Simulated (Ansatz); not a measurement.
# BSiH4O2F (SMILES OB(F)O[SiH3]): SVWN5/6-31G(d) (spherical functions)

Aim: the energy change on altering one bond length of BSiH4O2F at SVWN5/6-31G* (spherical functions), from 2 runs. 

The calculation is run with Ansatz 0.2.0.

129 further runs of the same task are left out: 1 that didn't finish, 128 set aside as unsound or not needed.

## 1. The system as given

BSiH4O2F: 9 atoms, total charge 0, spin state singlet. SMILES: `OB(F)O[SiH3]`. The shape is that of a PBE0-D4/def2-TZVP optimisation. This is one conformer, not always the lowest.

Bond lengths: O1–B2 1.359 Å, B2–F3 1.334 Å, B2–O4 1.348 Å, O4–Si5 1.655 Å, O1–H6 0.960 Å, Si5–H7 1.480 Å, Si5–H8 1.484 Å, Si5–H9 1.484 Å. Some angles: O1–B2–F3 120.0°, O1–B2–O4 121.1°, F3–B2–O4 118.9°, B2–O4–Si5 131.9°, B2–O1–H6 113.4°, O4–Si5–H7 106.4°, O4–Si5–H8 110.2°, O4–Si5–H9 110.2°, H7–Si5–H8 110.1°, H7–Si5–H9 110.1°.

## 2. The energy at SVWN5/6-31G(d) (spherical functions)

Input file in.yaml:

```yaml
crystal:
  periodic: [false, false, false]
  atoms:
    - symbol: O
      position_ang: [-1.614100, 0.556700, 0.394000]
    - symbol: B
      position_ang: [-0.395400, 1.157100, 0.352700]
    - symbol: F
      position_ang: [-0.277300, 2.450800, 0.657900]
    - symbol: O
      position_ang: [0.708900, 0.466900, 0.006200]
    - symbol: Si
      position_ang: [0.934200, -1.114900, -0.425000]
    - symbol: H
      position_ang: [-2.322500, 1.149900, 0.654100]
    - symbol: H
      position_ang: [2.381900, -1.273900, -0.690900]
    - symbol: H
      position_ang: [0.154500, -1.427600, -1.647800]
    - symbol: H
      position_ang: [0.518200, -2.011000, 0.681800]
basis:
  gaussian: {orbitals: 6-31G_st_-spherical.json}
hamiltonian: {xc: {name: SVWN5}}
accuracy: high
output: {orbitals: {seedname: orbitals}}
```

The basis set 6-31G* is read from a file made from the Basis Set Exchange's data (not shown).

Launch:

```
$ ansatz run in.yaml --threads 1 --pin off --max-ram 3480MiB --events-out events.jsonl --progress --plain --runs-dir runs
```

Log:

```text
Warning: RAYON_NUM_THREADS=1 ignored (pool sized by the plan → 1); use --threads N
Functional definition: SVWN5
  name "SVWN5"
  exchange = slater_x
  correlation = vwn5_c
1877 factors; integrals over basis functions are off by at most 3.6e-9 eV
mean field evaluation 1: about -15340.0381 eV, gradient 6.9e1 eV
mean field evaluation 2: about -15315.6431 eV, gradient 1.3e2 eV
mean field evaluation 4: about -15348.0802 eV, gradient 8.7e0 eV
mean field evaluation 8: about -15348.1863 eV, gradient 1.6e-1 eV
mean field evaluation 16: about -15348.1863 eV, gradient 7.1e-6 eV
mean field -15348.18632609 eV, -564.0354441096 hartree, gradient 2.0e-8 eV, S^2 0.000000; 0 other end points of the search recorded, 0 dependent functions left out
reference -15348.18632937 eV, -564.0354442298 hartree; 24, 24 occupied and 58, 58 virtual orbitals, 1877 factors
Total energy: -15348.18632937 eV, -564.0354442298 hartree
```

It took 2.5 s on 1 thread of Intel Xeon 6975P-C (Granite Rapids), shared host; peak memory 0.22 GiB.

## 3. The distorted shape at the same level

Input file run.yaml:

```yaml
crystal:
  periodic: [false, false, false]
  atoms:
    - {symbol: O, position_ang: [-1.224272, 0.713041, 1.005366]}
    - {symbol: B, position_ang: [-0.005572, 1.313441, 0.964066]}
    - {symbol: F, position_ang: [0.112528, 2.607141, 1.269266]}
    - {symbol: O, position_ang: [1.098728, 0.623241, 0.617566]}
    - {symbol: Si, position_ang: [1.324028, -0.958559, 0.186366]}
    - {symbol: H, position_ang: [-1.932672, 1.306241, 1.265466]}
    - {symbol: H, position_ang: [2.771728, -1.117559, -0.079534]}
    - {symbol: H, position_ang: [0.154500, -1.427600, -1.647800]}
    - {symbol: H, position_ang: [0.908028, -1.854659, 1.293166]}
basis:
  gaussian: {orbitals: 6-31G_st_-spherical.json}
accuracy: high
hamiltonian: {xc: {name: SVWN5}}
output: {orbitals: {seedname: orbitals}}
```

The basis set 6-31G* is read from a file made from the Basis Set Exchange's data (not shown).

Launch:

```
$ ansatz run run.yaml --threads 1 --pin off --max-ram 3480MiB --events-out events.jsonl --progress --plain --runs-dir runs
```

Log:

```text
Warning: RAYON_NUM_THREADS=1 ignored (pool sized by the plan → 1); use --threads N
[... 4 set-up lines as earlier in the session ...]
1874 factors; integrals over basis functions are off by at most 3.6e-9 eV
mean field evaluation 1: about -15338.2546 eV, gradient 6.9e1 eV
mean field evaluation 2: about -15298.0155 eV, gradient 1.5e2 eV
mean field evaluation 4: about -15346.0452 eV, gradient 1.4e1 eV
mean field evaluation 8: about -15346.4082 eV, gradient 2.7e-1 eV
mean field evaluation 16: about -15346.3976 eV, gradient 8.2e-5 eV
mean field -15346.39755108 eV, -563.9697078403 hartree, gradient 6.4e-8 eV, S^2 0.000000; 0 other end points of the search recorded, 0 dependent functions left out
reference -15346.39755435 eV, -563.9697079603 hartree; 24, 24 occupied and 58, 58 virtual orbitals, 1874 factors
Total energy: -15346.39755435 eV, -563.9697079603 hartree
```

Run time: 2.4 s. Hardware: 1 thread of Intel Xeon 6975P-C (Granite Rapids), shared host; peak memory 0.23 GiB.

## 4. Summary of results

Level: SVWN5/6-31G* (spherical functions).

```
                                                          quantity          value
                                         first shape: total energy  -564.03544 Eh
                                          first shape: HOMO energy       -7.50 eV
                                          first shape: LUMO energy       -0.52 eV
                                        first shape: HOMO–LUMO gap        6.98 eV
                                     distorted shape: total energy  -563.96971 Eh
                                      distorted shape: HOMO energy       -6.57 eV
                                      distorted shape: LUMO energy       -1.85 eV
                                    distorted shape: HOMO–LUMO gap        4.72 eV
energy change with the Si5–H8 bond stretched from 1.484 to 2.225 Å       1.789 eV
```

In words: With the Si5–H8 bond stretched from 1.484 to 2.225 Å the energy rises by 1.79 eV (173 kJ/mol). The first shape isn't relaxed at this level, so the change isn't measured from a minimum.
